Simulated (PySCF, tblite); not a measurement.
# C₆H₁₁O radical: geometry, infrared bands and EPR parameters

What infrared bands and EPR parameters should C₆H₁₁O radical (`[CH2]C(=C)OC(C)C`) show?

Computed with tblite 0.8.0 and PySCF 2.14.0, with density-fitted response routines of our own, on a single molecule in the gas phase. Atoms are numbered from 0 throughout.

## Step 1: Starting geometry

18 atoms, charge 0, multiplicity 2; geometry from: force field or distance geometry start.

Bonds of the start (Å): C0–C1 1.50, C1–C2 1.32, C1–O3 1.37, O3–C4 1.40, C4–C5 1.51, C4–C6 1.53, C0–H7 1.11, C0–H8 1.13, C2–H9 1.09, C2–H10 1.09, C4–H11 1.12, C5–H12 1.11, C5–H13 1.13, C5–H14 1.11, C6–H15 1.12, C6–H16 1.10, C6–H17 1.13.

## Step 2: Optimising the geometry with GFN2-xTB

The job: settings as JSON, then the geometry in Å.

```
{"job": {"kind": "relax", "xc": "GFN2-xTB", "basis": "xTB"}, "charge": 0, "multiplicity": 2}
C      1.558100    -0.165300     1.515900
C      1.396400     0.236700     0.081900
C      2.130600     1.247500    -0.345200
O      0.520200    -0.484100    -0.687500
C     -0.854200    -0.624300    -0.477400
C     -1.552900    -1.487600    -1.504400
C     -1.427500     0.795400    -0.505800
H      2.458000    -0.785000     1.690100
H      1.693100     0.753600     2.152900
H      2.076500     1.610900    -1.368700
H      2.809700     1.798700     0.302600
H     -1.062200    -1.085400     0.523600
H     -2.543200    -1.055400    -1.761000
H     -1.694900    -2.532600    -1.110600
H     -0.876800    -1.591500    -2.376200
H     -2.538600     0.721300    -0.437400
H     -1.085700     1.359900    -1.387100
H     -1.015300     1.293500     0.418000
```

Run with:

```console
$ OMP_NUM_THREADS=1 python probes_run.py task.json out
```

One launch serves the whole session: the jobs run in the order shown.

**Question.** This job is followed by: GFN2-xTB harmonic vibrations, gas phase; UKS B3LYP, pcH-1 on C H O, non-relativistic, mean-field spin-orbit, GIAO. What will the session give for the following? strongest single infrared mode (GFN2-xTB); zero-point energy (GFN2-xTB); g(iso) (B3LYP); ⟨S²⟩; largest a(iso) (averaged by class); potential on the surface of density 0.002 e/bohr³, 1st and 99th percentile.

As calculated:

```
                                                                  quantity                 value
                                 strongest single infrared mode (GFN2-xTB)  1484 cm⁻¹, 86 km/mol
                                              zero-point energy (GFN2-xTB)         95.5 kcal/mol
                                                            g(iso) (B3LYP)               2.00254
                                                                      ⟨S²⟩    0.776 (exact 0.75)
                                        largest a(iso) (averaged by class)   13C on C2, 58.8 MHz
potential on the surface of density 0.002 e/bohr³, 1st and 99th percentile    -1.16 V and 0.84 V
```

**Reading.** Over 168 steps the energy fell by 1.668 eV; of the close pairs, C0–C1 changed most, 1.498 to 1.378 Å. All 48 modes are real, so the xTB geometry is a minimum. Unscaled tight-binding wavenumbers are off by several per cent, some by more. Its intensities can rank the bands wrongly. The largest spin populations lie on C2 (0.74 e), C0 (0.61 e). The isotropic g lies 0.2 ppt above the free-electron value. The conformer search found further structures of the same energy, which may be mirror or relabelled copies of this one.
